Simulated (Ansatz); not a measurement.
Write a Python script for Ansatz's Python interface that makes a rigid scan of one bond angle of CH3ClTe, SMILES ClC[TeH]. Use (for the species named): r2scan0, def2-SVP basis, multiplicity 1.

```
atom    x (Å)    y (Å)    z (Å)
  Cl  -1.9219   0.0239  -0.8758
   C  -0.2560  -0.0982  -0.4615
  Te  -0.0057   0.4431   1.5802
   H   0.1427  -1.1353  -0.6188
   H   0.3564   0.5678  -1.1213
   H   1.7265   0.1348   1.4510
```

`ch3clte.py`:
```python
'''Bending curve of CH3ClTe.'''

from dataclasses import dataclass

import ansatz as az
from ase import Atoms


@dataclass(frozen=True)
class Settings:
    basis: str = 'def2-SVP'
    xc: str = 'r2scan0'
    fmax: float = 0.02


settings = Settings()

atoms = Atoms(['Cl', 'C', 'Te', 'H', 'H', 'H'], positions=[
    (-1.9219, 0.0239, -0.8758),
    (-0.256, -0.0982, -0.4615),
    (-0.0057, 0.4431, 1.5802),
    (0.1427, -1.1353, -0.6188),
    (0.3564, 0.5678, -1.1213),
    (1.7265, 0.1348, 1.451),
])

# start the scan from a relaxed geometry
first = (
    az.Crystal.molecule_from_ase(atoms).calculation()
    .basis(gaussian=settings.basis)
    .functional(settings.xc)
    .relax(force_tolerance=settings.fmax, max_steps=80)
)
atoms.positions = first.run(threads=1, backend='cpu').report['positions_ang']

rows = []
for angle in [90, 100, 110, 120, 135, 150, 165, 179]:
    bent = atoms.copy()
    bent.set_angle(1, 2, 5, angle, indices=[5])
    calc = az.Crystal.molecule_from_ase(bent).calculation()
    calc = calc.basis(gaussian=settings.basis).functional(settings.xc)
    rows.append((angle, calc.run(threads=1, backend='cpu').report['free_energy_ev']))
floor = min(e for _, e in rows)
for angle, e in rows:
    print(f'angle C1-Te2-H5 = {angle:3d} deg   {1000 * (e - floor):9.1f} meV')
```

```console
$ python ch3clte.py
angle C1-Te2-H5 =  90 deg         0.0 meV
angle C1-Te2-H5 = 100 deg        33.3 meV
angle C1-Te2-H5 = 110 deg       188.2 meV
angle C1-Te2-H5 = 120 deg       454.3 meV
angle C1-Te2-H5 = 135 deg      1042.6 meV
angle C1-Te2-H5 = 150 deg      1831.4 meV
angle C1-Te2-H5 = 165 deg      2766.3 meV
angle C1-Te2-H5 = 179 deg      3519.7 meV
```

Notes:
- The scan is rigid, and the energies are electronic, in a modest basis. The zero is the lowest point of the grid, which needn't be the minimum.
- def2 sets replace the cores of elements past krypton by effective core potentials.
- It ran for 76 s on 1 thread of Arm Neoverse V1 (shared host), peak memory 0.24 GiB.
